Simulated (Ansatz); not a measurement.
# BaMg2GeS4: the cost of one run

Computed, not measured: Ansatz 0.2.0, DFT, PBE, no spin polarisation, plane waves, PAW.

### 1 The cell

The structure is tetragonal, space group I-42m (No. 121). The conventional cell has a = 6.698 Å, b = 6.698 Å, c = 7.865 Å, α = 90.00°, β = 90.00°, γ = 90.00°. Around Ge (site symmetry -42m) lie 4 S at 2.16 Å. Mg (site symmetry -4) is surrounded by 4 S at 2.55 Å. Around S (site symmetry m) lie 1 Ge at 2.16 Å and 2 Mg at 2.55 Å. Ba (site symmetry -42m) is surrounded by 8 S at 3.20 to 3.24 Å.

In its conventional cell, by symmetry (the run takes the cell typed in the input):

```cif
data_structure
_symmetry_space_group_name_H-M 'I-42m'
_symmetry_Int_Tables_number 121
_cell_length_a 6.6982
_cell_length_b 6.6982
_cell_length_c 7.8646
_cell_angle_alpha 90.000
_cell_angle_beta 90.000
_cell_angle_gamma 90.000
_cell_volume 352.85
loop_
_atom_site_label
_atom_site_type_symbol
_atom_site_symmetry_multiplicity
_atom_site_Wyckoff_symbol
_atom_site_fract_x
_atom_site_fract_y
_atom_site_fract_z
_atom_site_occupancy
Ge1 Ge 2 b 0.00000 0.00000 0.50000 1
Mg1 Mg 4 d 0.00000 0.50000 0.25000 1
S1 S 8 i 0.18830 0.18830 0.34400 1
Ba1 Ba 2 a 0.00000 0.00000 0.00000 1
```

It starts from an earlier solution of the starting cell (checkpoint.read).

### 2 The walk to rest

input.yaml

```yaml
crystal:
  lattice:
    - [-3.349089, 3.349089, 3.932285]
    - [3.349089, -3.349089, 3.932285]
    - [3.349089, 3.349089, -3.932285]
  atoms:
    - { symbol: Ge, position: [0.5, 0.5, 0.0] }
    - { symbol: Mg, position: [0.75, 0.25, 0.5] }
    - { symbol: Mg, position: [0.25, 0.75, 0.5] }
    - { symbol: S, position: [0.5323, 0.5323, 0.3766] }
    - { symbol: S, position: [0.4677, 0.8443, 0.0] }
    - { symbol: S, position: [0.1557, 0.1557, 0.6234] }
    - { symbol: S, position: [0.8443, 0.4677, 0.0] }
    - { symbol: Ba, position: [0.0, 0.0, 0.0] }
  symmetry: { tolerance: 0.0003 }
kpoints:
  mp_grid: { grid: [6, 6, 6], shift: [0, 0, 0] }
magnetization:
  spin_polarized: false
scf:
  occupations: { method: fermi_dirac }
  lower_state_search: "off"
hamiltonian:
  pseudopotentials: { kind: paw }
  xc: pbe
basis:
  ecutwfc: 420
  fft_grid_basis: typed
relax:
  max_steps: 40
  cell: { p_target: 0.0 }
  f_tol: 0.03
output:
  forces: true
  stress: true
  eigenvalues: true
  bader: true
  populations: true
  elf: true
  write_potential: true
  volumetric_format: npy
  dos:
    e_range: [-12, 8]
    de: 0.05
    projected: { site_lists: { Ba: [Ba], Ge: [Ge], Mg: [Mg], S: [S] } }
  write_density: true
checkpoint:
  read: saved_state
```

On the command line:

```console
$ ansatz run input.yaml --threads 2 --pin off --max-ram 2560MiB --backend cpu --events-out ev --progress --plain --runs-dir out
```

**Question.** How long does this run take on 2 threads of an x86-64 CPU, shared host, and how much memory does it need?

About 3 min, with a peak of 0.64 GiB.
